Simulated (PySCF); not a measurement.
# C₈H₆N₂: electronic excitations

Aim: predict the electronic excitations of C₈H₆N₂ (`C#Cc1cnncc1C=C`).

Programs: PySCF 2.14.0, with density-fitted response routines of our own. Each step states its level of theory. These are calculated values for one molecule in the gas phase, unless marked as measured. Atoms count from 0, in the outputs and in this text.

### 1 Starting geometry

16 atoms, charge 0, multiplicity 1; geometry from: GFN2-xTB.

Bonds of the start (Å): C0–C1 1.20, C1–C2 1.41, C2–C3 1.40, C3–N4 1.31, N4–N5 1.30, N5–C6 1.31, C6–C7 1.40, C7–C8 1.45, C8–C9 1.33, C7–C2 1.40, C0–H10 1.05, C3–H11 1.08, C6–H12 1.08, C8–H13 1.08, C9–H14 1.08, C9–H15 1.08.

### 2 TDDFT and polarisability: CAM-B3LYP/def2-SVPD

What the job is given:

```
{"job": {"kind": "uv", "xc": "CAM-B3LYP", "basis": "def2-SVPD", "nstates": 8, "ntriplets": 3}, "charge": 0, "multiplicity": 1}
C      0.178738     3.041411    -0.737688
C      0.476129     1.908761    -0.469147
C      0.862537     0.590035    -0.146429
C      2.221933     0.237351    -0.123880
N      2.645695    -0.968997     0.175425
N      1.795160    -1.907579     0.482018
C      0.503118    -1.665807     0.476972
C     -0.061994    -0.421442     0.156213
C     -1.491703    -0.157616     0.139264
C     -2.445246    -1.081147     0.174612
H     -0.088184     4.028372    -0.973439
H      2.986731     0.964755    -0.358714
H     -0.116370    -2.506074     0.754638
H     -1.754910     0.891079     0.071901
H     -3.485979    -0.808065     0.151942
H     -2.233253    -2.136092     0.214901
```

With the program's defaults for keys left out, this is: TDDFT CAM-B3LYP/def2-SVPD, vertical, gas phase, core orbitals frozen in the response.

Launch:

```bash
$ OMP_NUM_THREADS=1 python probes_run.py task.json out
```

The driver reads the jobs from task.json and runs them one after another.

The program printed:

```text
coarse grid: 14536 points
cycle   1  E = -417.1858841811  dE =  2.095e+00  |g| = 4.107e-01  |ddm| = 1.738e+01
cycle   2  E = -417.2004194427  dE = -1.454e-02  |g| = 3.805e-01  |ddm| = 3.438e+00
cycle   3  E = -417.2299027871  dE = -2.948e-02  |g| = 1.385e-01  |ddm| = 1.384e+00
cycle   4  E = -417.2341356384  dE = -4.233e-03  |g| = 4.860e-02  |ddm| = 4.677e-01
cycle   5  E = -417.2347075828  dE = -5.719e-04  |g| = 1.220e-02  |ddm| = 1.889e-01
cycle   6  E = -417.2347387896  dE = -3.121e-05  |g| = 5.079e-03  |ddm| = 4.993e-02
cycle   7  E = -417.2347458708  dE = -7.081e-06  |g| = 1.083e-03  |ddm| = 1.938e-02
final grid: 143880 points
cycle   8  E = -417.3153709542  dE = -3.977e-05  |g| = 2.718e-03  |ddm| = 1.837e-01
cycle   9  E = -417.3153717348  dE = -7.806e-07  |g| = 2.313e-03  |ddm| = 2.167e-02
cycle  10  E = -417.3153730219  dE = -1.287e-06  |g| = 6.319e-04  |ddm| = 7.198e-03
cycle  11  E = -417.3153731154  dE = -9.352e-08  |g| = 2.293e-04  |ddm| = 1.884e-03
cycle  12  E = -417.3153731283  dE = -1.292e-08  |g| = 9.217e-05  |ddm| = 9.360e-04
cycle  13  E = -417.3153731305  dE = -2.239e-09  |g| = 2.432e-05  |ddm| = 4.178e-04
cycle  14  E = -417.3153731308  dE = -2.181e-10  |g| = 1.051e-05  |ddm| = 8.752e-05
converged SCF energy = -417.3153731308

Static polarisability (au): isotropic 108.669, principal 58.325 127.498 140.184

Singlet excitations
state   eV       nm        f      main configurations
  1   3.4020    364.4   0.00269   H->L 0.91
  2   3.9160    316.6   0.00007   H->L+1 0.93
  3   4.9126    252.4   0.33386   H-1->L 0.92
  4   5.0071    247.6   0.00509   H-2->L 0.47, H-1->L+1 0.46
  5   5.3053    233.7   0.00139   H-3->L 0.80, H-3->L+1 0.12
  6   5.6742    218.5   0.39688   H-1->L+1 0.45, H-2->L 0.45
  7   5.8435    212.2   0.00147   H-4->L 0.80, H-3->L+1 0.08
  8   6.1484    201.7   0.01033   H-4->L+1 0.46, H-3->L+1 0.28

Triplet excitations (Tamm-Dancoff, eV): 2.7363 3.1381 3.5482
```

Run time: 64 s. Hardware: 1 thread of Arm Neoverse V1, shared host; peak memory 1.2 GiB.

Frontier orbitals and where they lie:

| orbital | eV | atoms |
| --- | --- | --- |
| HOMO−3 | -10.12 | C0 34 %, C1 32 %, N5 9 % |
| HOMO−2 | -9.43 | C3 17 %, C6 15 %, N5 13 % |
| HOMO−1 | -8.72 | C9 18 %, C8 14 %, C0 12 % |
| HOMO | -8.20 | N4 39 %, N5 38 %, C3 8 % |
| LUMO | -1.28 | C7 16 %, C2 14 %, C9 14 % |
| LUMO+1 | -0.49 | C6 18 %, C3 17 %, N5 12 % |
| LUMO+2 | 1.21 | C0 24 %, C9 13 %, C8 11 % |

With each of the 8 states as a Gaussian band of 0.4 eV half-width at 1/e, the curve within the window shown has maxima at 250 nm (ε 14,000), 219 nm (ε 17,000) L/(mol cm). Beyond the last state computed it falls off for lack of states. The curve at chosen wavelengths:

nm, ε (L/mol/cm) and a bar:
```
      192        624 #
      202       4851 #########
      212      13874 ##########################
      222      16172 ##############################
      232      12469 #######################
      242      12952 ########################
      252      14172 ##########################
      262      11100 #####################
      272       6109 ###########
      282       2512 #####
      292        822 ##
      302        231 
      312         70 
      322         46 
      332         60 
      342         82 
      352        101 
      362        109 
      372        106 
      382         93 
      392         76 
      402         57 
      412         41 
      422         28 
      432         18 
      442         12
```

Further results of this job:

| property | computed |
| --- | --- |
| dipole moment (D) | 4.60 |
| polarisability (Å³) | 16.10 |
| HOMO–LUMO gap (eV) | 6.92 |
| −ε(HOMO) (eV) | 8.20 |

### 3 What came out

```
                                quantity                        value
    lowest singlet (CAM-B3LYP/def2-SVPD)  3.40 eV (364 nm), f = 0.003
brightest single state of those computed  state 6, 5.67 eV, f = 0.397
                          lowest triplet                      2.74 eV
```

What this shows: The first singlet state (HOMO→LUMO 0.91) lies at 3.40 eV and is weak; of the 8 states computed, the strongest absorption comes from state 6 at 5.67 eV. The lowest triplet lies 0.67 eV below the lowest singlet (triplets in Tamm-Dancoff, singlets in full TDDFT).
